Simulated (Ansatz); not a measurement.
# HfC: properties at the relaxed cell

The task here is to estimate one member of a computed series from the others.

Computed with Ansatz 0.2.0 (DFT PBEsol, scalar-relativistic, plane waves, PAW, unless a step's input says otherwise).

1 further run of the same task is left out (set aside as unsound or not needed).

## The structure to begin with

Symmetry: Fm-3m, No. 225, cubic system. The conventional cell has a = 4.607 Å, b = 4.607 Å, c = 4.607 Å, α = 90.00°, β = 90.00°, γ = 90.00°. Hf (site symmetry m-3m) is surrounded by 6 C at 2.30 Å. C (site symmetry m-3m) has 6 Hf at 2.30 Å in its first shell of neighbours.

Structure file:

```
CELL_PARAMETERS angstrom
0.00000 2.30366 2.30366
2.30366 0.00000 2.30366
2.30366 2.30366 0.00000
ATOMIC_POSITIONS crystal
Hf 0.50000 0.50000 0.50000
C 0.00000 0.00000 0.00000
```

This cell was relaxed beforehand with the same method: volume 12.23 Å³/atom, gap on the mesh none (metal).

The first run:

input.yaml

```yaml
crystal:
  lattice:
    - [0.0, 2.3036603898, 2.3036603898]
    - [2.3036603898, 0.0, 2.3036603898]
    - [2.3036603898, 2.3036603898, 0.0]
  atoms:
    - { symbol: Hf, position: [0.5, 0.5, 0.5] }
    - { symbol: C, position: [0.0, 0.0, 0.0] }
basis:
  ecutwfc: 420
kpoints:
  mp_grid: { grid: [16, 16, 16] }
  band_path:
    path:
      - [[0.0, 0.0, 0.0], [0.5, 0.0, 0.5], [0.625, 0.25, 0.625]]
      - [[0.375, 0.375, 0.75], [0.0, 0.0, 0.0], [0.5, 0.5, 0.5], [0.5, 0.25, 0.75], [0.5, 0.0, 0.5]]
    npoints: 14
hamiltonian:
  xc: pbesol
scf:
  occupations: { method: gaussian, width: 0.1 }
  n_extra_bands: 6
output:
  forces: true
  stress: true
  eigenvalues: true
  populations: true
  dos: { projected: true, de: 0.02, nscf_kmesh: { grid: [24, 24, 24] } }
  bader: true
  write_density: true
  write_potential: true
  elf: true
  volumetric_format: npy
```

Launch:

```console
ansatz run input.yaml --threads 1 --pin off --max-ram 2560MiB --backend cpu --events-out ev --progress --plain --runs-dir out
```

Steps of the session up to this table: Static run: bands, density of states and charges; Volume × 0.97; The cell scaled to 1.03 of its volume; Volume × 0.94; Volume × 1.06.

One of the session's tables, all rows but one given; the rest of the session is left out.

It belongs to the step «Fit of the equation of state». 

| volume (Å³/atom) | energy above the lowest point (meV/atom) | pressure (GPa) |
| --- | --- | --- |
| 11.492 | 37.4 | 17.25 |
| 11.858 | 8.8 | 7.97 |
| 12.225 | 0.0 | -0.04 |
| 12.592 | ? | ? |
| 12.959 | 31.0 | -12.91 |

Q: Estimate the row for volume (Å³/atom) = 12.592 from the others.

Worked estimate for «energy above the lowest point (meV/atom)». A straight line through the neighbours (12.225, 0.0) and (12.959, 31.0) gives 0.0 + (31.0 − 0.0) × (12.592 − 12.225) / (12.959 − 12.225) = 15.5; a parabola fitted to 3 rows on both sides gives 7.4.

As computed: energy above the lowest point (meV/atom): 8.2; pressure (GPa): -6.95. In «energy above the lowest point (meV/atom)» the line misses by +7.3 and the parabola by -0.8.
